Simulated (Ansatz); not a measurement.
# Ni (Ni (11-20), 2 layers): a single-point run

Wanted: a converged single-point run for Ni (Ni (11-20), 2 layers), and a check of what comes out. The structure is shown as the input types it.

Computed with Ansatz 0.2.0 (DFT, PBEsol, PAW with Ansatz's default frozen-core files, scalar-relativistic, unless a step's input says otherwise).

1 further run of the same task is left out (it didn't finish). Runs told in other sessions of the task aren't counted.

**1. Starting point**

The structure is orthorhombic, space group Pbcm (No. 57). The conventional cell has a = 17.223 Å, b = 4.237 Å, c = 4.019 Å, α = 90.00°, β = 90.00°, γ = 90.00°. Ni (site symmetry m) is surrounded by 6 Ni at 2.27 to 2.36 Å.

Coordinates:

```
CELL_PARAMETERS angstrom
4.23685 0.00000 0.00000
0.00000 4.01857 0.00000
0.00000 0.00000 17.22310
ATOMIC_POSITIONS crystal
Ni 0.10363 0.75000 0.47638
Ni 0.39637 0.25000 0.47638
Ni 0.60363 0.75000 0.52362
Ni 0.89637 0.25000 0.52362
```

**2. Input and run**

Contents of input.yaml:

```yaml
crystal:
  lattice:
    - [4.2368467844, 0.0, 0.0]
    - [0.0, 4.0185732436, 0.0]
    - [0.0, 0.0, 17.2231]
  atoms:
    - { symbol: Ni, position: [0.1036279752, 0.75, 0.4763781955], spin: 1.0 }
    - { symbol: Ni, position: [0.3963720248, 0.25, 0.4763781955], spin: 1.0 }
    - { symbol: Ni, position: [0.6036274253, 0.75, 0.5236218045], spin: 1.0 }
    - { symbol: Ni, position: [0.8963725747, 0.25, 0.5236218045], spin: 1.0 }
  periodic: [true, true, false]
magnetization:
  spin_polarized: true
kpoints:
  mp_grid: { grid: [10, 10, 1] }
scf:
  occupations: { method: fermi_dirac, width: 0.05 }
  max_iter: 80
hamiltonian:
  xc: pbesol
  pseudopotentials: { kind: paw }
output:
  forces: true
  stress: true
  eigenvalues: true
total_charge: 4
```

The run is started by

```
> ansatz run input.yaml --threads 2 --pin off --max-ram 6144MiB --backend cpu --events-out ev --progress --plain --runs-dir out
```

The log of the run, shortened:

```text
Warning: crystal.periodic: the lattice vector that does not repeat stood 0.000° off the slab's normal, 17.223 Å along it as the deck builds it. The run solves the slab on a vector along the normal, 25.427 Å long, with every atom where it was (on the deck's vector they left 16.41 Å outside [...]
Warning: the atoms were moved onto the symmetric positions of the space group found under crystal.symmetry.tolerance 1.0e-5 (fractional; no operation is sought that the atoms, as they stand in a round, miss by more than twice it, and no atom is moved by as much as it), and the run uses [...]
Pseudopotentials: kind: paw
Pseudopotential: Ni, paw, valence charge 18, recommended cutoff 420 eV (normal)
Functional definition: PBEsol
[...]
Crystal: 4 atoms, lattice volume = 432.928 Å³
Basis set: ecut = 420 eV, 8459 PW (Γ), exchange–correlation on 60×54×360 points (8 copies of the dense FFT grid, shifted against one another)
Bands: 44, of which v1, the nominal top of the filled ones, is band 34 counted from 1 (33 counted from 0)
Symmetry: 8 space group operations
Space group: Pbcm (ITA 57), of the structure as read, at distance tolerance 7.6e-5 Å
Magnetic group: BNS 57.377 (UNI 475), of the structure as read, at distance tolerance 7.6e-5 Å
k-points: 36 of 100
[...]
Starting moments: Σ|m| = 4 μB on 4 of 4 sites
[...]
SCF iter   1: F=—  HF=-23314.862980 eV  |F-HF|=—  |Δ(HF+E_count)|=         —  Δρ=1.46e-1 (↑1.46e-1 ↓1.30e-1)  dr2=1.89e2  dr2_m=7.70e-1  M=4.000 μB ∫|m|=4.060 μB  β_m=0.30  ethr=3.10e-3  ⟨swp⟩=45.4  Hψ=61271  notcnv=0  defer=52
[...]
spin=Collinear: LDOS preconditioning applied to the charge; magnetization (m = ρ↑ − ρ↓) channel mixes plain (no charge-response kernel on spin).
[...]
SCF iter  11: F=-23248.127631 eV  HF=-23248.127631 eV  |F-HF|=7.35e-9  |Δ(HF+E_count)|=   1.98e-8  Δρ=1.03e-6 (↑6.26e-7 ↓1.03e-6)  dr2=6.07e-9  dr2_m=2.80e-10  M=5.995 μB ∫|m|=6.227 μB  ethr=1.39e-10  ⟨swp⟩=53.0  Hψ=50696  notcnv=0
[...]
SCF converged after 11 iterations
Magnetization: 5.9952 μB (36.9976 up, 31.0024 down)
Absolute magnetization: 6.2300 μB (∫|ρ↑−ρ↓|, with the PAW one-centre terms)
Spin contamination: 0.0474 ħ² per cell (⟨S²⟩ above its minimum at these occupations)
Per-site moments (μB) at R_I (Å): [(1.4791618674046585, 0.9360928486365285), (1.4791618674046583, 0.9360928486365285), (1.4791618674046578, 0.9360928486365285), (1.4791618674046585, 0.9360928486365285)]
Free energy (F): -23248.127631 eV
[...]
E sigma→0 (E₀):  -23248.096400 eV
Entropy (-TS):   -0.062462 eV (-15.616 meV/atom)
Fermi energy:    18.947914 eV
[...]
--- Forces (eV/Å), atoms counted from 1 ---
  atom   1  Ni    -0.96854086     0.00000000    -9.78483234
  atom   2  Ni     0.96854086     0.00000000    -9.78483234
  atom   3  Ni    -0.96854086     0.00000000     9.78483234
  atom   4  Ni     0.96854086     0.00000000     9.78483234
[...]
--- 2D stress c σ (N/m, compression-positive) ---
      -54.213445       0.000000       0.000000
        0.000000     -52.723445       0.000000
        0.000000       0.000000       0.000000
  P = ½ c Tr σ = -53.4684 N/m
--- Band table (eV; the first three rows and the last of 72) ---
[...]
```

It took 2.1 min on 2 threads of Arm Neoverse V1, shared host; peak memory 1.2 GiB.

**3. A second look at the input**

This run ends as converged, with warnings (slab cell height set, structure snapped to symmetry). It gives a largest force of 9.8 eV/Å, which is large; a structure far from rest gives such values too, whatever the setting.

Look at the input: total_charge is 4. The typed charge changes the electron count, so this is no longer the system that was meant.

Run again and compare: delete total_charge (the default then holds).

**4. A check with that setting changed**

Besides the cure, the input differs in scf.max_iter.

Edit input.yaml of step 2 so:

```diff
@@ -17,3 +17,2 @@
   occupations: { method: fermi_dirac, width: 0.05 }
-  max_iter: 80
 hamiltonian:
@@ -25,2 +24 @@
   eigenvalues: true
-total_charge: 4
```

The run is started by

```
> ansatz run input.yaml --threads 2 --pin off --max-ram 6144MiB --backend cpu --events-out ev --progress --plain --runs-dir out
```

Excerpt of the output:

```text
[...]
Basis set: ecut = 420 eV, 8459 PW (Γ), exchange–correlation on 60×54×360 points (8 copies of the dense FFT grid, shifted against one another)
[...]
Magnetic group: BNS 57.377 (UNI 475), of the structure as read, at distance tolerance 7.6e-5 Å
k-points: 36 of 100
[...]
SCF iter   1: F=—  HF=-23210.560945 eV  |F-HF|=—  |Δ(HF+E_count)|=         —  Δρ=1.34e-2 (↑9.74e-3 ↓1.34e-2)  dr2=3.33e0  dr2_m=1.27e-1  M=3.789 μB ∫|m|=4.004 μB  β_m=0.30  ethr=3.10e-3  ⟨swp⟩=20.8  Hψ=26457  notcnv=0  defer=18
[...]
preconditioner: auto → LDOS  [metal: Δε(μ)=0.008 eV  Ē_g=6.507 eV  σ=0.050 eV  W_gap=0.04  n_scr=60 (ndim 8)  ℏωp=11.3 eV  f_vac=0.805  D(μ)=10.33/eV (n_scr^D=60)]
[...]
SCF iter   2: F=—  HF=-23211.270306 eV  |F-HF|=—  |Δ(HF+E_count)|=   7.09e-1  Δρ=8.88e-3 (↑6.84e-3 ↓8.88e-3)  dr2=1.36e0  dr2_m=2.82e-2  M=3.502 μB ∫|m|=3.791 μB  β_m=0.48  ethr=3.10e-3  ⟨swp⟩=2.8  Hψ=4795  notcnv=0  defer=193
[...]
SCF iter  12: F=-23214.577509 eV  HF=-23214.577509 eV  |F-HF|=2.58e-10  |Δ(HF+E_count)|=   2.72e-9  Δρ=2.49e-7 (↑1.32e-7 ↓2.49e-7)  dr2=2.91e-10  dr2_m=4.57e-11  M=2.950 μB ∫|m|=3.429 μB  β_m=1.00  ethr=3.21e-12  ⟨swp⟩=5.1  Hψ=10777  notcnv=0
[...]
SCF iter  13: F=-23214.577509 eV  HF=-23214.577509 eV  |F-HF|=5.40e-9  |Δ(HF+E_count)|=   1.49e-9  Δρ=8.36e-7 (↑5.51e-7 ↓8.36e-7)  dr2=5.59e-9  dr2_m=9.86e-11  M=2.950 μB ∫|m|=3.429 μB  ethr=1.00e-12  ⟨swp⟩=5.0  Hψ=12411  notcnv=0
[...]
SCF converged after 13 iterations
[...]
Magnetization: 2.9504 μB (37.4752 up, 34.5248 down)
[...]
Free energy (F): -23214.577509 eV
[...]
E sigma→0 (E₀):  -23214.544625 eV
[...]
Fermi energy:    -4.892779 eV
[...]
  P = ½ c Tr σ = -0.9626 N/m
[...]
```

It took 1.7 min on 2 threads of Arm Neoverse V1, shared host; peak memory 1.3 GiB.

```tsv
run	ending	energy change	abs. moment (μB)	force (eV/Å)	cycles	time
first try	converged	not comparable	6.23	9.83	11	2.1 min
second try	converged	-	3.43	0.01	13	1.7 min
```

**5. Results**

```
                           quantity                     value
                          first try  converged, 11 SCF cycles
                 fault in the input              wrong charge
                         second try  converged, 13 SCF cycles
energy (zero set by the potentials)            -23214.5775 eV
                    absolute moment                   3.43 μB
                      largest force                0.010 eV/Å
```

**Reading.** Both runs converge, but their results differ; in the second, the absolute moment goes from 6.23 to 3.43 μB, the largest force goes from 9.83 to 0.01 eV/Å. Only the second answers the question as it was meant. The largest force in the second run is 0.010 eV/Å, so the atoms are close to their relaxed places.
